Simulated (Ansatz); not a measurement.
# ClF3H4OSi2: the cost of one run

All numbers below are computed with Ansatz 0.2.0 (RKS PBE0-D4/def2-SVP).

### Step 1. The structure to begin with

Bond lengths: Si1–O2 2.030 Å, O2–Si3 1.680 Å, Si3–H4 1.460 Å, Si3–H5 1.460 Å, Si3–H6 1.460 Å, Si1–F7 1.590 Å, Si1–F8 1.589 Å, Si1–F9 1.589 Å, Si1–Cl10 2.430 Å, Cl10–H11 1.545 Å. Angles (14 of 18 angles, heavy atoms first): Si1–O2–Si3 125.0°, O2–Si1–F7 109.5°, O2–Si1–F8 109.5°, O2–Si1–F9 109.5°, O2–Si1–Cl10 71.6°, F7–Si1–F8 109.5°, F7–Si1–F9 109.5°, F7–Si1–Cl10 67.2°, F8–Si1–F9 109.5°, F8–Si1–Cl10 176.6°, F9–Si1–Cl10 72.8°, O2–Si3–H4 109.5°, O2–Si3–H5 109.5°, O2–Si3–H6 109.5°.

Structure file:

```xyz
11

Si    0.0000    0.0000    0.0000
O     0.0000    0.0000    2.0300
Si   -1.3147   -0.4067    2.9936
H    -2.2390   -1.2403    2.2304
H    -0.8506   -1.1432    4.1657
H    -1.9987    0.8095    3.4233
F     1.4994    0.0000   -0.5295
F    -0.7489    1.2974   -0.5295
F    -0.7489   -1.2974   -0.5295
Cl    1.2683   -1.9259    0.7662
H     0.6739   -1.0233    1.8701
```

### Step 2. A restrained relaxation towards end A

Springs on the bonds that form and break draw the guess towards this end; the thresholds are loose.

File input.yaml:

```yaml
crystal:
  periodic: [false, false, false]
  atoms:
    - { symbol: Si, position_ang: [0.0, 0.0, 0.0] }
    - { symbol: O, position_ang: [0.0, 0.0, 2.03] }
    - { symbol: Si, position_ang: [-1.3147, -0.4067, 2.9936] }
    - { symbol: H, position_ang: [-2.239, -1.2403, 2.2304] }
    - { symbol: H, position_ang: [-0.8506, -1.1432, 4.1657] }
    - { symbol: H, position_ang: [-1.9987, 0.8095, 3.4233] }
    - { symbol: F, position_ang: [1.4994, 0.0, -0.5295] }
    - { symbol: F, position_ang: [-0.7489, 1.2974, -0.5295] }
    - { symbol: F, position_ang: [-0.7489, -1.2974, -0.5295] }
    - { symbol: Cl, position_ang: [1.2683, -1.9259, 0.7662] }
    - { symbol: H, position_ang: [0.6739, -1.0233, 1.8701] }
basis:
  gaussian: { orbitals: def2-SVP }
hamiltonian:
  xc: pbe0
  dispersion: d4
relax:
  f_tol: 0.15
  max_steps: 25
  restrain:
    - { distance: [0, 9], at: 3.33, k: 30.0 }
    - { distance: [10, 1], at: 2.21, k: 30.0 }
    - { distance: [0, 1], at: 1.68, k: 30.0 }
    - { distance: [10, 9], at: 1.37, k: 30.0 }
```

Command:

```sh
$ ansatz run input.yaml --threads 4 --pin off --max-ram 5120MiB --backend cpu --events-out ev --progress --plain --runs-dir out
```

**Question.** How long does this run take on 4 threads of AMD EPYC 9R45 (Zen 5), shared host, and how much memory does it need?

About 15 s, with a peak of 0.37 GiB.
